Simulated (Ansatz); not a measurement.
# C4H7I: the cost of one run

Program: Ansatz 0.2.0. Level of theory: RKS BLYP-D4/def2-SVP. These are calculated values, not measurements.

## Step 1: The structure to begin with

Bond lengths: C1–C2 1.479 Å, C2–C3 1.324 Å, C3–C4 1.530 Å, C3–I5 2.120 Å, C1–H6 1.169 Å, C1–H7 1.059 Å, C1–H8 1.056 Å, C2–H9 1.131 Å, C4–H10 1.048 Å, C4–H11 1.151 Å, C4–H12 1.064 Å. Angles (14 of 18 angles, heavy atoms first): C1–C2–C3 125.7°, C2–C3–C4 130.9°, C2–C3–I5 118.7°, C4–C3–I5 110.3°, C1–C2–H9 115.6°, C3–C2–H9 118.7°, C2–C1–H6 105.9°, C2–C1–H7 115.6°, C2–C1–H8 109.5°, C3–C4–H10 109.9°, C3–C4–H11 106.1°, C3–C4–H12 112.1°, H6–C1–H7 107.0°, H6–C1–H8 106.0°.

Structure file:

```xyz
12

C    -1.5807   -0.3569    0.3572
C    -0.4802    0.5862    0.6524
C     0.7380    0.5368    0.1362
C     1.3685   -0.4460   -0.8530
I     2.1738    1.9576    0.7784
H    -2.4590    0.2940   -0.0580
H    -1.3695   -1.0933   -0.3736
H    -1.9334   -0.7794    1.2584
H    -0.7135    1.3855    1.4179
H     1.6462    0.0584   -1.7281
H     0.5353   -1.1852   -1.1449
H     2.1516   -1.0129   -0.4088
```

## Step 2: Relaxing end A

input.yaml

```yaml
crystal:
  periodic: [false, false, false]
  atoms:
    - { symbol: C, position_ang: [-1.5807, -0.3569, 0.3572] }
    - { symbol: C, position_ang: [-0.4802, 0.5862, 0.6524] }
    - { symbol: C, position_ang: [0.738, 0.5368, 0.1362] }
    - { symbol: C, position_ang: [1.3685, -0.446, -0.853] }
    - { symbol: I, position_ang: [2.1738, 1.9576, 0.7784] }
    - { symbol: H, position_ang: [-2.459, 0.294, -0.058] }
    - { symbol: H, position_ang: [-1.3695, -1.0933, -0.3736] }
    - { symbol: H, position_ang: [-1.9334, -0.7794, 1.2584] }
    - { symbol: H, position_ang: [-0.7135, 1.3855, 1.4179] }
    - { symbol: H, position_ang: [1.6462, 0.0584, -1.7281] }
    - { symbol: H, position_ang: [0.5353, -1.1852, -1.1449] }
    - { symbol: H, position_ang: [2.1516, -1.0129, -0.4088] }
basis:
  gaussian: { orbitals: def2-SVP }
hamiltonian:
  xc: blyp
  dispersion: d4
relax:
  f_tol: 0.015
  max_steps: 40
output:
  orbitals: {}
```

On the command line:

```sh
ansatz run input.yaml --threads 2 --pin off --max-ram 3072MiB --backend cpu --events-out ev --progress --plain --runs-dir out
```

**Question.** How long does this run take on 2 threads of Intel Xeon Platinum 8488C (Sapphire Rapids), shared host, and how much memory does it need?

About 13 s, with a peak of 0.18 GiB.
